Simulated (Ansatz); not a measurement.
# ScCd: strong compression

One table from this session's results is given with a row withheld; the runs are named, their logs left out.

Program: Ansatz 0.2.0. Level of theory: DFT LDA, with the methods named in each step. These are calculated values, not measurements.

1 further run of the same task is left out (set aside as unsound or not needed).

## The structure to begin with

Symmetry: Pm-3m, No. 221, cubic system. Conventional cell: a = 3.526 Å, b = 3.526 Å, c = 3.526 Å, α = 90.00°, β = 90.00°, γ = 90.00°. Around Sc (site symmetry m-3m) lie 8 Cd at 3.05 Å. Around Cd (site symmetry m-3m) lie 8 Sc at 3.05 Å.

Structure file:

```xyz
2
Lattice="3.5263 0.0000 0.0000 0.0000 3.5263 0.0000 0.0000 0.0000 3.5263" Properties=species:S:1:pos:R:3 pbc="T T T"
Sc    1.7631    1.7631    1.7631
Cd    0.0000    0.0000    0.0000
```

Whether this phase is the stable one at these pressures isn't tested.

Atoms are numbered in the order of the input: Sc1, Cd2.

The first run:

input.yaml

```yaml
crystal:
  lattice:
    - [3.52625559, 0.0, 0.0]
    - [0.0, 3.52625559, 0.0]
    - [0.0, 0.0, 3.52625559]
  atoms:
    - { symbol: Sc, position: [0.5, 0.5, 0.5] }
    - { symbol: Cd, position: [0.0, 0.0, 0.0] }
kpoints:
  mp_grid: { grid: [10, 10, 10] }
  band_path:
    path:
      - [0.0, 0.0, 0.0]
      - [0.0, 0.5, 0.0]
      - [0.5, 0.5, 0.0]
      - [0.0, 0.0, 0.0]
      - [0.5, 0.5, 0.5]
      - [0.0, 0.5, 0.0]
      - [0.5, 0.5, 0.5]
      - [0.5, 0.5, 0.0]
    npoints: 14
scf:
  occupations: { method: fermi_dirac, width: 0.05 }
hamiltonian:
  xc: lda
  pseudopotentials: { kind: all_electron, lapw: { basis_error: 0.001 } }
output:
  forces: true
  stress: true
  eigenvalues: true
  populations: true
```

Run with:

```console
$ ansatz run input.yaml --threads 1 --pin off --max-ram 2048MiB --backend cpu --events-out ev --progress --plain --runs-dir out
```

Among the steps run: The reference volume, LAPW; Volume scaled by 1, norm-conserving; Volume scaled by 0.85, LAPW; Volume scaled by 0.65, LAPW; Volume scaled by 0.5, LAPW; Volume scaled by 0.5, crystal datasets.

One of the session's tables, all rows but one given; the rest of the session is left out.

```
          method  volume over the first  volume (Å³/atom)  pressure (GPa)
            LAPW                      1                 ?               ?
            LAPW                   0.85            18.635            8.87
            LAPW                   0.65            14.250           63.60
            LAPW                    0.5            10.962          187.63
             PAW                      1            21.924           -5.38
             PAW                   0.85            18.635            8.85
             PAW                   0.65            14.250           63.54
             PAW                    0.5            10.962          187.45
crystal datasets                    0.5            10.962          187.63
 norm-conserving                      1            21.924           -5.26
```

**Question.** Estimate the row for LAPW, 1.

The run gave: volume (Å³/atom): 21.924; pressure (GPa): -5.37.

Caveats from the session: Warnings in the runs' records: stress scf threshold loose, gradients without spin orbit, crystal datasets made.
